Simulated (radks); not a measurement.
# Er inside a hard spherical wall

What does compression do to the levels of Er? A hard sphere of shrinking radius stands in for pressure; the configuration is held at [Xe] 4f12 6s2.

Program: radks (a radial shooting solver on a logarithmic mesh, Libxc functionals) version 1. Level of theory: scalar-relativistic Kohn-Sham, PBEsol, spin-polarised, spherical densities, finite nucleus; open shells are filled with parallel spins first. These are calculated values, not measurements, unless marked.

### Step 1. Starting point

* element: erbium (Z = 68)
* charge: 0
* electrons: 68
* configuration: [Xe] 4f12 6s2
* nuclear rms radius: 5.2516 fm

The outer shells:

Er
```
[Xe] core
4f [↑↓][↑↓][↑↓][↑↓][↑↓][↑ ][↑ ]
6s [↑↓]
```

### Step 2. The free atom

Settings of this run:

```text
Z 68
configuration [Xe] 4f12 6s2 5d0 6p0 7s0
relativity scalar-relativistic
functional pbe_sol,pbe_sol
spin polarised
nucleus finite rms 5.2516 fm
c 137.035999084
```

### Step 3. Wall at 20 bohr

Settings, as their differences from step 2:

```diff
@@ -6,2 +6,3 @@
 nucleus finite rms 5.2516 fm
+wall 20 bohr
 c 137.035999084
```

### Step 4. Wall at 15 bohr

Settings, as their differences from step 3:

```diff
@@ -6,3 +6,3 @@
 nucleus finite rms 5.2516 fm
-wall 20 bohr
+wall 15 bohr
 c 137.035999084
```

### Step 5. Wall at 12 bohr

Settings, as their differences from step 4:

```diff
@@ -6,3 +6,3 @@
 nucleus finite rms 5.2516 fm
-wall 15 bohr
+wall 12 bohr
 c 137.035999084
```

### Step 6. Wall at 8 bohr

Settings, as their differences from step 5:

```diff
@@ -6,3 +6,3 @@
 nucleus finite rms 5.2516 fm
-wall 12 bohr
+wall 8 bohr
 c 137.035999084
```

### Step 7. Wall at 7 bohr

Settings, as their differences from step 6:

```diff
@@ -6,3 +6,3 @@
 nucleus finite rms 5.2516 fm
-wall 8 bohr
+wall 7 bohr
 c 137.035999084
```

### Step 8. Wall at 6 bohr

Settings, as their differences from step 7:

```diff
@@ -6,3 +6,3 @@
 nucleus finite rms 5.2516 fm
-wall 7 bohr
+wall 6 bohr
 c 137.035999084
```

### Step 9. Wall at 5 bohr

Settings, as their differences from step 8:

```diff
@@ -6,3 +6,3 @@
 nucleus finite rms 5.2516 fm
-wall 6 bohr
+wall 5 bohr
 c 137.035999084
```

### Step 10. Wall at 1.5 bohr

Settings, as their differences from step 9:

```diff
@@ -6,3 +6,3 @@
 nucleus finite rms 5.2516 fm
-wall 5 bohr
+wall 1.5 bohr
 c 137.035999084
```

What does the calculation give? Wanted: for each run, R; E − E(free); ε(6s); ε(6p, empty); ε(5d, empty); ε(7s, empty); pressure.

As calculated:

| R (bohr) | E − E(free) (eV) | ε(6s) (eV) | ε(6p, empty) (eV) | ε(5d, empty) (eV) | ε(7s, empty) (eV) | pressure (GPa) |
| --- | --- | --- | --- | --- | --- | --- |
| free | 0.000 | -3.874 | -1.121 | -0.986 | - | 0 |
| 20 | 0.000 | -3.874 | -1.120 | -0.986 | - | < 0.0001 |
| 15 | 0.000 | -3.872 | -1.105 | -0.982 | 0.398 | 0.000140 |
| 12 | 0.008 | -3.853 | -1.024 | -0.950 | 1.162 | 0.00470 |
| 8 | 0.396 | -3.345 | 0.054 | -0.362 | 5.969 | 0.507 |
| 7 | 1.025 | -2.747 | 1.126 | 0.213 | 9.653 | 1.70 |
| 6 | 2.658 | -1.457 | 3.283 | 1.283 | 16.351 | 6.12 |
| 5 | 7.147 | 1.537 | 7.966 | 3.353 | 29.546 | 25.2 |
| 1.5 | 1765.3 | 462.67 | 518.62 | 217.61 | 998.45 | 183848 |

**Reading.** Eigenvalues are for spin up. At the tightest wall, 1.5 bohr, the energy stands 1765.3 eV above the free atom and the pressure, −dE/dV, is 183848 GPa. Of the levels in the table that exist at both ends, 6p (empty) rises most from the free atom (519.74 eV). From R = 5 bohr inwards the highest occupied level lies above zero, pushed up by confinement. Shells are not refilled when levels cross, and a hard wall is a model, not a crystal.
